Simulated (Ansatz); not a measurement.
**Sn3Te in Ansatz: the effect of functional**

Sn3Te:

```xyz
4
Lattice="-2.2855 2.2855 5.4795 2.2855 -2.2855 5.4795 2.2855 2.2855 -5.4795" Properties=species:S:1:pos:R:3 pbc="T T T"
Te    0.0000    0.0000    0.0000
Sn    0.0000    0.0000    5.4795
Sn    2.2855    0.0000    2.7397
Sn    0.0000    2.2855    2.7397
```

The cell comes from a database or a generator and needn't be the stable form of this composition.

The cell isn't the ideal one: volume scaled by 0.98.

Alike in all runs:

| Property | Result |
| --- | --- |
| Program | Ansatz 0.2.0 |
| Task | single point |
| Potentials or basis | Ansatz PAW |
| k mesh | 8 × 8 × 8 |
| Occupations | fermi-dirac, width 0.05 eV |
| Spin | no spin polarisation |

```tsv
functional	cutoff	pressure (GPa)
LDA	420 eV (not typed: the program's choice for these potentials)	-3.4
r2SCAN	500 eV (not typed: the program's choice for these potentials)	-0.2
PBE	420 eV (not typed: the program's choice for these potentials)	?
```

Question: What does the run with functional PBE give?

Answer: Pressure 0.5 GPa.

Caveats: the PAW data sets come from PBE, with cores solved anew for the run's functional, which leaves a small shift of forces and pressure (some runs).
